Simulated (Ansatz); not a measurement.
# Co (Cobalt): the cost of one run

Method: DFT PBE, with the methods named in each step, in Ansatz 0.2.0.

## 1. The system as given

Symmetry: P6_3/mmc, No. 194, hexagonal system. Conventional cell: a = 2.507 Å, b = 2.507 Å, c = 4.070 Å, α = 90.00°, β = 90.00°, γ = 120.00°. Around Co (site symmetry -6m2) lie 12 Co at 2.50 to 2.51 Å.

Structure file:

```xyz
4
Lattice="2.5074 0.0000 0.0000 0.0000 4.3429 0.0000 1.2537 2.1715 4.0699" Properties=species:S:1:pos:R:3 pbc="T T T"
Co    2.5074    1.4476    1.0175
Co    1.2537    3.6191    1.0175
Co    1.2537    5.0668    3.0524
Co    2.5074    2.8953    3.0524
```

In patterns such as +-, the signs follow the magnetic atoms in the order of the input.

Atoms are numbered in the order of the input: Co1, Co2, Co3, Co4.

## 2. Parallel moments, PAW

input.yaml reads:

```yaml
crystal:
  lattice:
    - [2.5074, 0.0, 0.0]
    - [0.0, 4.3429441948, 0.0]
    - [1.2537, 2.1714720974, 4.0699]
  atoms:
    - { symbol: Co, position: [0.875, 0.2083333334, 0.25], spin: 2.0 }
    - { symbol: Co, position: [0.375, 0.7083333334, 0.25], spin: 2.0 }
    - { symbol: Co, position: [0.125, 0.7916666666, 0.75], spin: 2.0 }
    - { symbol: Co, position: [0.625, 0.2916666666, 0.75], spin: 2.0 }
magnetization:
  spin_polarized: true
kpoints:
  mp_grid: { grid: [12, 12, 12] }
scf:
  occupations: { method: fermi_dirac, width: 0.08 }
  lower_state_search: "off"
hamiltonian:
  xc: pbe
  pseudopotentials: { kind: paw }
output:
  forces: true
  stress: true
  eigenvalues: true
  populations: true
```

On the command line:

```sh
ansatz run input.yaml --threads 2 --pin off --max-ram 6144MiB --backend cpu --events-out ev --progress --plain --runs-dir out
```

**Question.** How long does this run take on 2 threads of Intel Xeon Platinum 8488C (Sapphire Rapids), shared host, and how much memory does it need?

About 38 s, with a peak of 0.96 GiB.
